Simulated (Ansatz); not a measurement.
A first try at a single point in a Gaussian basis of CH8GeOSi, SMILES C[O][GeH2][SiH3], using Ansatz 0.2.0 through its Python package.

Input file `ch8geosi.xyz`:
```text
12

C    -1.53460    1.04680   -0.36680
O    -0.80200    1.12030    0.78400
Ge   -0.07720   -0.49920    0.96980
Si    1.88240   -0.66590   -0.39550
H    -2.04270    2.08320   -0.53720
H    -0.96340    0.89640   -1.27940
H    -2.38210    0.35410   -0.28200
H    -1.02140   -1.60290    0.62850
H     0.40960   -0.65820    2.49850
H     2.77430    0.38110   -0.02620
H     1.38120   -0.52490   -1.77260
H    -1.23460    1.04680   -0.36680
```

The script, `ch8geosi_energy.py`:
```python
from pathlib import Path
import warnings

import ansatz as az
import numpy as np

warnings.simplefilter("ignore", az.DeckWarning)

system = az.Crystal.molecule_from_extxyz("ch8geosi.xyz")

base = system.calculation()
base = base.basis(gaussian="cc-pVDZ")
base = base.functional("cam_b3lyp")
base = base.forces()
base = base.orbitals()
print(base.to_yaml())
done = base.run(threads=1, runs_dir="ch8geosi_runs")
r = done.report

print(f"E = {r['free_energy_ev']:.6f} eV = {r['free_energy_ev'] / 27.211386246:.7f} Ha")
print("converged:", r["converged"], " doubts:", r["published_state_doubts"] or "none")

state = r["mean_field"]["state"]
print(f"mean field: {state['energy']['hartree']:.7f} Ha, <S^2> = {abs(state['spin_squared']):.4f}, stability: {state.get('stability', {}).get('kind')}")

symbols = [site.symbol for site in system.cartesian_sites]
print("forces (eV/A)")
for symbol, f in zip(symbols, r["forces_ev_ang"]):
    print(f"  {symbol:2s} {f[0]:9.4f} {f[1]:9.4f} {f[2]:9.4f}")

charges = r["charge_distribution"]
dipole = np.array(charges["dipole_moment_e_ang"]) * 4.803205
print("dipole (D): {:.3f} {:.3f} {:.3f}, length {:.3f}".format(*dipole, np.linalg.norm(dipole)))
print("atom  Mulliken   Lowdin")
for symbol, m, l in zip(symbols, charges["mulliken_charges_e"], charges["lowdin_charges_e"]):
    print(f"{symbol:4s} {m:9.3f} {l:8.3f}")

lines = Path(r["orbitals_path"]).read_text().splitlines()
field_of = lambda key: [line.split("=")[1].strip() for line in lines if line.startswith(key)]
orbitals = [(27.211386 * float(e), s, float(n)) for e, s, n in zip(field_of("Ene="), field_of("Spin="), field_of("Occup="))]
homo = max(e for e, _, n in orbitals if n > 0.5)
lumo = min(e for e, _, n in orbitals if n < 0.5)
print(f"HOMO {homo:.3f} eV, LUMO {lumo:.3f} eV, gap {lumo - homo:.3f} eV")
```

`python ch8geosi_energy.py` gives:
```text
crystal:
  periodic: [false, false, false]
  atoms:
    - { symbol: C, position_ang: [-1.5346, 1.0468, -0.3668] }
    - { symbol: O, position_ang: [-0.802, 1.1203, 0.784] }
    - { symbol: Ge, position_ang: [-0.0772, -0.4992, 0.9698] }
    - { symbol: Si, position_ang: [1.8824, -0.6659, -0.3955] }
    - { symbol: H, position_ang: [-2.0427, 2.0832, -0.5372] }
    - { symbol: H, position_ang: [-0.9634, 0.8964, -1.2794] }
    - { symbol: H, position_ang: [-2.3821, 0.3541, -0.282] }
    - { symbol: H, position_ang: [-1.0214, -1.6029, 0.6285] }
    - { symbol: H, position_ang: [0.4096, -0.6582, 2.4985] }
    - { symbol: H, position_ang: [2.7743, 0.3811, -0.0262] }
    - { symbol: H, position_ang: [1.3812, -0.5249, -1.7726] }
    - { symbol: H, position_ang: [-1.2346, 1.0468, -0.3668] }
basis:
  gaussian:
    orbitals: cc-pVDZ
hamiltonian:
  xc: cam_b3lyp
output:
  orbitals: {}
  forces: true

E = -67507.506366 eV = -2480.8551007 Ha
converged: True  doubts: none
mean field: -2480.8551007 Ha, <S^2> = 0.0000, stability: minimum
forces (eV/A)
  C  -636.2894    5.1096    3.7279
  O    -1.9507    2.7808    3.6359
  Ge    5.3137   -3.2332    0.8778
  Si   -0.9940   -2.4624    0.5493
  H     1.4321   -2.5525    0.2439
  H     0.6790   -0.9709   -0.8309
  H     1.7387    0.3916   -0.7982
  H    -1.2918   -0.3186   -0.0248
  H    -0.8277    0.5472   -0.8337
  H     0.6414    1.6805    0.2233
  H    -0.3129    0.4776   -0.7739
  H   631.8616   -1.4497   -5.9965
dipole (D): -8.400 4.118 -1.010, length 9.410
atom  Mulliken   Lowdin
C        0.011    0.410
O       -0.167    0.407
Ge       0.189    0.048
Si      -0.191   -0.284
H        0.175    0.189
H        0.327    0.274
H        0.179    0.183
H       -0.087   -0.066
H       -0.038   -0.037
H       -0.096   -0.083
H       -0.132   -0.089
H       -0.169   -0.955
HOMO -4.913 eV, LUMO -0.818 eV, gap 4.095 eV
```

No error stopped it. What is wrong with the input all the same?

The fault: two atoms almost overlap. The correction:

```diff
--- ch8geosi.xyz
+++ ch8geosi.xyz
@@ -14 +14 @@
-H    -1.23460    1.04680   -0.36680
+H     2.45300   -1.98600   -0.18730
```

With that change:

```console
$ python ch8geosi_energy.py
crystal:
  periodic: [false, false, false]
  atoms:
    - { symbol: C, position_ang: [-1.5346, 1.0468, -0.3668] }
    - { symbol: O, position_ang: [-0.802, 1.1203, 0.784] }
    - { symbol: Ge, position_ang: [-0.0772, -0.4992, 0.9698] }
    - { symbol: Si, position_ang: [1.8824, -0.6659, -0.3955] }
    - { symbol: H, position_ang: [-2.0427, 2.0832, -0.5372] }
    - { symbol: H, position_ang: [-0.9634, 0.8964, -1.2794] }
    - { symbol: H, position_ang: [-2.3821, 0.3541, -0.282] }
    - { symbol: H, position_ang: [-1.0214, -1.6029, 0.6285] }
    - { symbol: H, position_ang: [0.4096, -0.6582, 2.4985] }
    - { symbol: H, position_ang: [2.7743, 0.3811, -0.0262] }
    - { symbol: H, position_ang: [1.3812, -0.5249, -1.7726] }
    - { symbol: H, position_ang: [2.453, -1.986, -0.1873] }
basis:
  gaussian:
    orbitals: cc-pVDZ
hamiltonian:
  xc: cam_b3lyp
output:
  orbitals: {}
  forces: true

E = -67610.683928 eV = -2484.6468062 Ha
converged: True  doubts: none
mean field: -2484.6468062 Ha, <S^2> = 0.0000, stability: minimum
forces (eV/A)
  C    -2.6679    3.2569   -1.1287
  O     0.6425   -0.3072    0.9719
  Ge    2.3759   -0.4489    1.9591
  Si   -1.5575   -0.2713    0.0134
  H     0.6788   -1.3684    0.2183
  H     0.4065   -0.4908   -0.4885
  H    -0.0723   -0.4178   -0.2782
  H    -0.8580   -0.4903   -0.1538
  H    -0.5060    0.1994   -0.8728
  H     0.9746    0.9481    0.2171
  H     0.1732    0.0446   -0.4967
  H     0.4102   -0.6542    0.0389
dipole (D): 0.092 -1.055 -1.033, length 1.479
atom  Mulliken   Lowdin
C        0.103   -0.099
O       -0.415    0.101
Ge       0.413    0.113
Si       0.174    0.168
H        0.024    0.009
H        0.016   -0.012
H        0.020   -0.007
H       -0.087   -0.067
H       -0.070   -0.055
H       -0.053   -0.050
H       -0.064   -0.051
H       -0.060   -0.050
HOMO -8.564 eV, LUMO 1.314 eV, gap 9.879 eV
```

Notes:
- Total energies depend on the basis set; only differences at equal settings carry meaning.
- The geometry is a force-field or estimated start, not a minimum of this method, and the basis set is short of its limit.
- The Löwdin charges here are taken after orthogonalising the functions within each atom; they differ from plain Löwdin charges, and their signs can be unphysical.
- Levels such as HOMO and LUMO are orbital energies: with these approximate functionals they aren't the ionisation energy and electron affinity, and their gap isn't the fundamental gap.
- Timing: 7.2 s on 1 thread of Arm Neoverse V2, on a shared host, peak memory 0.38 GiB.

(Lines on the test bed's own set-up are left out of the output.)
